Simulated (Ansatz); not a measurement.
# C₂H₁₀N₂Si: basis-set convergence

How large a basis does C₂H₁₀N₂Si need? Two functionals are run in growing sets.

The runs use Ansatz 0.2.0, Gaussian basis; one geometry, several basis sets.

The runs, in order: PBE0-D4/def2-SVP; ωB97M-V/def2-SVP; PBE0-D4/def2-QZVPP; ωB97M-V/def2-QZVPP; the functionals' def2-TZVPP values are taken from earlier runs.

## 1. The relaxed structure

An earlier PBE0-D4 in a triple-zeta def2 set relaxation fixed the geometry.

SMILES `C[Si](C)(N)N`, 15 atoms, charge 0, spin multiplicity 1.

Atoms are counted from 1 here; the program's logs count them from 0.

Bond lengths: C1–Si2 1.872 Å, C1–H6 1.093 Å, C1–H7 1.094 Å, C1–H8 1.093 Å, Si2–C3 1.872 Å, Si2–N4 1.720 Å, Si2–N5 1.720 Å, C3–H9 1.093 Å, C3–H10 1.094 Å, C3–H11 1.093 Å, N4–H12 1.007 Å, N4–H13 1.006 Å, N5–H14 1.007 Å, N5–H15 1.006 Å. Angles: Si2–C1–H6 110.7°, Si2–C1–H7 111.6°, Si2–C1–H8 111.1°, H6–C1–H7 107.4°, H6–C1–H8 107.9°, H7–C1–H8 107.9°, C1–Si2–C3 108.8°, C1–Si2–N4 105.3°, C1–Si2–N5 116.2°, C3–Si2–N4 116.2°, C3–Si2–N5 105.3°, N4–Si2–N5 105.4°, Si2–C3–H9 110.7°, Si2–C3–H10 111.6°, Si2–C3–H11 111.1°, H9–C3–H10 107.4°, H9–C3–H11 107.9°, H10–C3–H11 107.9° and more.

## 2. PBE0-D4 in def2-SVP

The input, in.yaml:

```yaml
crystal:
  periodic: [false, false, false]
  atoms:
    - {symbol: C, position_ang: [-1.662051, 0.380910, 0.443853]}
    - {symbol: Si, position_ang: [0.117283, 0.139251, -0.085861]}
    - {symbol: C, position_ang: [0.634016, -1.614865, 0.315673]}
    - {symbol: N, position_ang: [0.998679, 1.388945, 0.701315]}
    - {symbol: N, position_ang: [0.442945, 0.335551, -1.763095]}
    - {symbol: H, position_ang: [-2.309811, -0.362019, -0.029146]}
    - {symbol: H, position_ang: [-1.778362, 0.275145, 1.526915]}
    - {symbol: H, position_ang: [-2.025630, 1.372312, 0.161752]}
    - {symbol: H, position_ang: [0.479733, -1.829596, 1.376501]}
    - {symbol: H, position_ang: [0.053811, -2.346903, -0.254647]}
    - {symbol: H, position_ang: [1.691540, -1.774874, 0.090522]}
    - {symbol: H, position_ang: [1.989091, 1.489554, 0.550037]}
    - {symbol: H, position_ang: [0.730151, 1.712309, 1.615476]}
    - {symbol: H, position_ang: [0.275467, 1.218220, -2.217695]}
    - {symbol: H, position_ang: [0.341238, -0.434639, -2.402400]}
basis:
  gaussian: {orbitals: def2-SVP}
hamiltonian: {xc: pbe0, dispersion: d4}
output: {orbitals: {seedname: orbitals}}
```

Run with:

```
ansatz run in.yaml --threads 4 --pin off --events-out ev --progress --plain --max-ram 10444MiB
```

After this run come: ωB97M-V in def2-SVP; PBE0-D4 in def2-QZVPP; ωB97M-V in def2-QZVPP.

Before running them: what should the planned runs give, taken together? Wanted: PBE0-D4: double and triple zeta above quadruple; ωB97M-V: double and triple zeta above quadruple.

The runs gave:

```
                                       quantity           value
PBE0-D4: double and triple zeta above quadruple   9.75, 0.61 eV
ωB97M-V: double and triple zeta above quadruple  10.04, 0.58 eV
```

In words: For PBE0-D4 the step from double to triple zeta gains 9.14 eV and the next only 0.61 eV. Total energies overstate the basis error of differences, where much of it tends to cancel. The LUMO of ωB97M-V is positive and keeps falling with the basis (3.14 to 1.49 eV): an unbound level that the basis holds in place.
